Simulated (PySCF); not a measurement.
# SnH−: bond curves at several levels of theory

An exercise on one series of results from a longer session: the logs are not shown, and one member is left open.

Method: Sn aug-cc-pVDZ-PP with ECP28, H aug-cc-pVDZ, scalar-relativistic core potentials; program: PySCF 2.14.0.

3 further runs of the same task are left out: 3 set aside as unsound or not needed.

Set-up of the first run:

The job is set up so:

| Property | Result |
| --- | --- |
| atoms | Sn, H |
| charge | -1 |
| basis | Sn aug-cc-pVDZ-PP with ECP28, H aug-cc-pVDZ |
| Hamiltonian | scalar-relativistic core potentials |
| basis functions | 41 |
| electrons treated | 24 |
| masses in u | 119.9022, 1.0078 |
| levels | PBE0, PBE, r²SCAN, LDA, M06-2X, B2PLYP, LC-ωPBE, HF, MP2, SCS-MP2, CCSD, CCSD(T) |
| grid | 80 radial by 434 angular points |
| occupations | held fixed by the projection of orbital angular momentum |
| dissociation limit | Sn− + H, each in its ground configuration |
| starting distance in angstrom | 1.770 |
| values of 2S to try | 0, 2, 4 |

The run is started by

```sh
OMP_NUM_THREADS=1 python dia.py task.json out
```

Among the steps run: Input; PBE0 along the bond; PBE (GGA); r²SCAN; LDA (local density); M06-2X; B2PLYP (double hybrid); LC-ωPBE (range-separated hybrid); UHF; Correlated methods on the Hartree–Fock reference.

One of the session's tables, all rows but one given; the rest of the session is left out.

Energy (eV) from each level's lowest point:

```
R (Å)    UHF  UHF-MP2  UHF-SCS-MP2  UHF-CCSD  UHF-CCSD(T)
1.565  0.395    0.369        0.390       n/a          n/a
1.638  0.173    0.159        0.174     0.180        0.183
1.711  0.051    0.045        0.053     0.057        0.059
1.765  0.009    0.007        0.011     0.013        0.014
1.820  0.000    0.000        0.000     0.000        0.000
1.875      ?        ?            ?         ?            ?
1.947  0.071    0.073        0.064     0.056        0.054
2.038  0.173    0.176        0.160     0.146        0.141
2.148  0.326    0.331        0.309     0.284        0.276
2.293  0.550    0.571        0.548       n/a          n/a
```

**Question.** Estimate the row for R (Å) = 1.875.

Worked estimate for «UHF». A straight line through the neighbours (1.820, 0.000) and (1.947, 0.071) gives 0.000 + (0.071 − 0.000) × (1.875 − 1.820) / (1.947 − 1.820) = 0.031; a parabola fitted to 4 rows on both sides gives 0.020.

The run gave: UHF: 0.017; UHF-MP2: 0.019; UHF-SCS-MP2: 0.014; UHF-CCSD: 0.012; UHF-CCSD(T): 0.010. In «UHF» the line misses by +0.014 and the parabola by +0.003.
